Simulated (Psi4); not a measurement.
**CH2AlNO (AlH2(NCO)), step by step**

We compute a structure relaxation (wB97X-D/6-31G**), then vibrational wavenumbers of CH2AlNO (AlH2(NCO)). Input form: an ASE script.

The results are computed with Psi4 1.11.

## (1) The structure to begin with

The species is CH2AlNO (6 atoms), meant as a singlet with charge 0. As SMILES, `[H][Al]([H])[N]=C=O`. The shape comes from GFN2-xTB, which is rough for such elements, and wasn't checked as a minimum. The run starts from this shape.

Bond lengths: Al1–N4 1.787 Å, N4–C5 1.199 Å, C5–O6 1.153 Å, Al1–H2 1.534 Å, Al1–H3 1.534 Å. Angles: Al1–N4–C5 178.6°, N4–C5–O6 180.0°, H2–Al1–N4 119.7°, H3–Al1–N4 119.7°, H2–Al1–H3 120.7°.

## (2) A structure relaxation at wB97X-D/6-31G(d,p) (density fitting, Cartesian functions) (run 1)

The input, ch2alno.xyz:

```xyz
6
CH2AlNO
Al     0.616590     1.066920    -0.003070
H      2.150020     1.054150     0.048330
H     -0.154020     2.393280    -0.031630
N     -0.280950    -0.478690    -0.021770
C     -0.878420    -1.518110    -0.004440
O     -1.453220    -2.517550     0.012570
```

The input, ch2alno_ase.py:

```python
import numpy as np
from ase.calculators.psi4 import Psi4
from ase.io import read
from ase.optimize import BFGS

mol = read('ch2alno.xyz')
calc = Psi4(atoms=mol, method='wb97x-d', basis='6-31G**', memory='1600MB', num_threads=1, charge=0, multiplicity=1, label='psi4-calc', reference='rks')
mol.calc = calc

opt = BFGS(mol)
done = opt.run(fmax=0.01, steps=40)
print('converged:', done)
for s, p in zip(mol.symbols, mol.positions):
    print(f'{s:2s} {p[0]:12.6f} {p[1]:12.6f} {p[2]:12.6f}')
```

Launch:

```console
$ python ch2alno_ase.py
```

psi4-calc.dat:

```text
[...]
  Running in c1 symmetry.
[...]
  Nuclear repulsion =  121.457127284172458
[...]
  Multiplicity = 1
[...]
  Nalpha       = 18
  Nbeta        = 18
[...]
    Number of basis functions: 74
[...]
   @DF-RKS iter   1:  -411.49574253308555   -7.95286e-01   9.11951e-03 DIIS/ADIIS
[...]
   @DF-RKS iter  11:  -411.67089549447184   -2.16573e-11   6.37235e-09 DIIS
[...]
    Orbital Energies [Eh]
    ---------------------
    Doubly Occupied:
       1A    -56.222302     2A    -19.316014     3A    -14.462614
       4A    -10.439101     5A     -4.279601     6A     -2.823629
       7A     -2.817190     8A     -2.814525     9A     -1.201141
      10A     -1.020445    11A     -0.644141    12A     -0.581941
      13A     -0.545217    14A     -0.544877    15A     -0.470726
      16A     -0.414223    17A     -0.386512    18A     -0.368258
[...]
  @DF-RKS Final Energy:  -411.67089549447184
   => Energetics <=
    Nuclear Repulsion Energy =            121.4571272841724578
    One-Electron Energy =                -808.0073261825374402
    Two-Electron Energy =                 303.4382546353930934
    DFT Exchange-Correlation Energy =     -28.5579031429629779
    Empirical Dispersion Energy =          -0.0010480885369439
    VV10 Nonlocal Energy =                  0.0000000000000000
    Total Energy =                       -411.6708954944718357
[...]
 Multipole Moments:
 ------------------------------------------------------------------------------------
     Multipole            Electronic (a.u.)      Nuclear  (a.u.)        Total (a.u.)
 ------------------------------------------------------------------------------------
 L = 1.  Multiply by 2.5417464519 to convert [e a0] to [Debye]
 Dipole X            :         -1.0867931            1.5202376            0.4334445
 Dipole Y            :         -1.8745526            2.6238384            0.7492857
 Dipole Z            :         -0.0142064            0.0145411            0.0003347
 Magnitude           :                                                    0.8656231
[...]
  -Total Gradient:
     Atom            X                  Y                   Z
    ------   -----------------  -----------------  -----------------
       1       -0.000058480300    -0.000094546945     0.000013376870
       2       -0.000032267841    -0.000062878864     0.000031010684
       3       -0.000029895806    -0.000045062186     0.000031296754
       4        0.000004295660     0.000009370494    -0.000132240510
       5       -0.000004501152    -0.000005372941    -0.000038744094
       6       -0.000034809875    -0.000076785180     0.000101241637
[...]
```

On the terminal:

```text
Step     Time          Energy          fmax
BFGS:    0 hh:mm:ss   -11202.075482        2.260060
BFGS:    1 hh:mm:ss   -11202.024319        5.264424
BFGS:    2 hh:mm:ss   -11202.101705        1.788561
BFGS:    3 hh:mm:ss   -11202.107664        1.458556
BFGS:    4 hh:mm:ss   -11202.123544        0.293788
BFGS:    5 hh:mm:ss   -11202.127081        0.213763
BFGS:    6 hh:mm:ss   -11202.131764        0.148177
BFGS:    7 hh:mm:ss   -11202.132408        0.089672
BFGS:    8 hh:mm:ss   -11202.133143        0.104451
BFGS:    9 hh:mm:ss   -11202.133923        0.152627
BFGS:   10 hh:mm:ss   -11202.134857        0.146624
BFGS:   11 hh:mm:ss   -11202.135429        0.100638
BFGS:   12 hh:mm:ss   -11202.135612        0.029381
BFGS:   13 hh:mm:ss   -11202.135647        0.010963
BFGS:   14 hh:mm:ss   -11202.135652        0.006821
converged: True
Al     0.623658     1.079186    -0.000989
H      2.198137     1.006199     0.048099
H     -0.219703     2.411167    -0.035824
N     -0.271326    -0.462565    -0.017179
C     -0.870185    -1.503918    -0.003715
O     -1.455619    -2.521182     0.009269
```

Wall time 68 s (1 thread of Intel Xeon Platinum 8488C (Sapphire Rapids), shared host); peak memory 0.72 GiB.

Step by step:

```
step  energy from the first frame kept (eV)  largest force (eV/Å)
   0                                 0.0000                2.2601
   1                                 0.0512                5.2644
   2                                -0.0262                1.7886
   3                                -0.0322                1.4586
   4                                -0.0481                0.2938
   5                                -0.0516                0.2138
   6                                -0.0563                0.1482
   7                                -0.0569                0.0897
   8                                -0.0577                0.1044
   9                                -0.0584                0.1526
  10                                -0.0594                0.1466
  11                                -0.0599                0.1006
  12                                -0.0601                0.0294
  13                                -0.0602                0.0110
  14                                -0.0602                0.0068
```

After the run. Bond lengths: Al1–N4 1.783 Å, N4–C5 1.201 Å, C5–O6 1.174 Å, Al1–H2 1.577 Å, Al1–H3 1.577 Å. Angles: Al1–N4–C5 178.8°, N4–C5–O6 180.0°, H2–Al1–N4 117.5°, H3–Al1–N4 117.5°, H2–Al1–H3 125.0°.

## (3) Vibrational wavenumbers at wB97X-D/6-31G(d,p) (density fitting, Cartesian functions) (run 2)

The input, ch2alno.xyz:

```xyz
6
CH2AlNO
Al     0.618471     1.070190    -0.002002
H      2.192950     0.997203     0.047086
H     -0.224890     2.402171    -0.036836
N     -0.276513    -0.471561    -0.018192
C     -0.875371    -1.512914    -0.004727
O     -1.460805    -2.530178     0.008256
```

The input, run.py:

```python
import numpy as np
from ase.calculators.psi4 import Psi4
from ase.io import read
from ase.vibrations import Vibrations

a = read('ch2alno.xyz')
calc = Psi4(atoms=a, method='wb97x-d', basis='6-31G**', memory='1600MB', num_threads=1, charge=0, multiplicity=1, label='calc')
a.calc = calc

vib = Vibrations(a, delta=0.01)
vib.run()
vib.summary()
```

Launch:

```console
$ python run.py
```

calc.dat:

```text
[...]
  Running in c1 symmetry.
[...]
  Nuclear repulsion =  121.453488533259019
[...]
  Multiplicity = 1
[...]
  Nalpha       = 18
  Nbeta        = 18
[...]
    Number of basis functions: 74
[...]
   @DF-RKS iter   1:  -411.49572397480972   -7.95553e-01   9.11977e-03 DIIS/ADIIS
[...]
   @DF-RKS iter  11:  -411.67088714209740   -2.16573e-11   6.33884e-09 DIIS
[...]
    Orbital Energies [Eh]
    ---------------------
    Doubly Occupied:
       1A    -56.222316     2A    -19.316005     3A    -14.462638
       4A    -10.439121     5A     -4.279614     6A     -2.823642
       7A     -2.817204     8A     -2.814538     9A     -1.201042
      10A     -1.020458    11A     -0.644159    12A     -0.581917
      13A     -0.545173    14A     -0.544832    15A     -0.470736
      16A     -0.414227    17A     -0.386511    18A     -0.368265
[...]
  @DF-RKS Final Energy:  -411.67088714209740
   => Energetics <=
    Nuclear Repulsion Energy =            121.4534885332590193
    One-Electron Energy =                -808.0002219850991878
    Two-Electron Energy =                 303.4346879355064175
    DFT Exchange-Correlation Energy =     -28.5577935263533931
    Empirical Dispersion Energy =          -0.0010480994102155
    VV10 Nonlocal Energy =                  0.0000000000000000
    Total Energy =                       -411.6708871420973992
[...]
 Multipole Moments:
 ------------------------------------------------------------------------------------
     Multipole            Electronic (a.u.)      Nuclear  (a.u.)        Total (a.u.)
 ------------------------------------------------------------------------------------
 L = 1.  Multiply by 2.5417464519 to convert [e a0] to [Debye]
 Dipole X            :         -1.0865678            1.5202373            0.4336695
 Dipole Y            :         -1.8741889            2.6238386            0.7496498
 Dipole Z            :         -0.0178695            0.0124508           -0.0054186
 Magnitude           :                                                    0.8660677
[...]
  -Total Gradient:
     Atom            X                  Y                   Z
    ------   -----------------  -----------------  -----------------
       1       -0.000062056479    -0.000101935204     0.000066589432
       2       -0.000031035044    -0.000061532385     0.000023099007
       3       -0.000029462992    -0.000044301225     0.000023287297
       4        0.000020292152     0.000040696110     0.000445579412
       5        0.000122540977     0.000213165382    -0.001339558295
       6       -0.000176374557    -0.000322280554     0.000786187788
[...]
```

On the terminal:

```text
---------------------
  #    meV     cm^-1
---------------------
  0    1.3i     10.7i
  1    1.1i      8.9i
  2    0.6i      4.8i
  3    0.3i      2.3i
  4    0.4       3.2
  5    1.2       9.4
  6    8.6      69.0
  7   12.7     102.2
  8   69.3     559.1
  9   69.7     561.9
 10   76.9     620.4
 11   77.3     623.6
 12   79.6     641.8
 13   97.8     789.0
 14  187.2    1510.1
 15  245.4    1979.3
 16  246.6    1989.2
 17  301.3    2429.9
---------------------
Zero-point energy: 0.737 eV
```

Run time: 2.7 min. Hardware: 1 thread of Intel Xeon Platinum 8488C (Sapphire Rapids), shared host; peak memory 1.1 GiB.

## (4) Summary of results

```
                                       quantity          value
run 1, wB97X-D/6-31G**: total energy at the end  -411.67090 Eh
          run 1, wB97X-D/6-31G**: dipole moment         2.20 D
            run 1, wB97X-D/6-31G**: HOMO energy      -10.02 eV
            run 1, wB97X-D/6-31G**: LUMO energy        0.00 eV
          run 1, wB97X-D/6-31G**: HOMO–LUMO gap       10.02 eV
      run 1, wB97X-D/6-31G**: dispersion energy   -2.75 kJ/mol
```

The optimisation (run 1, wB97X-D/6-31G**) took 14 steps and changed the energy by -0.060 eV.
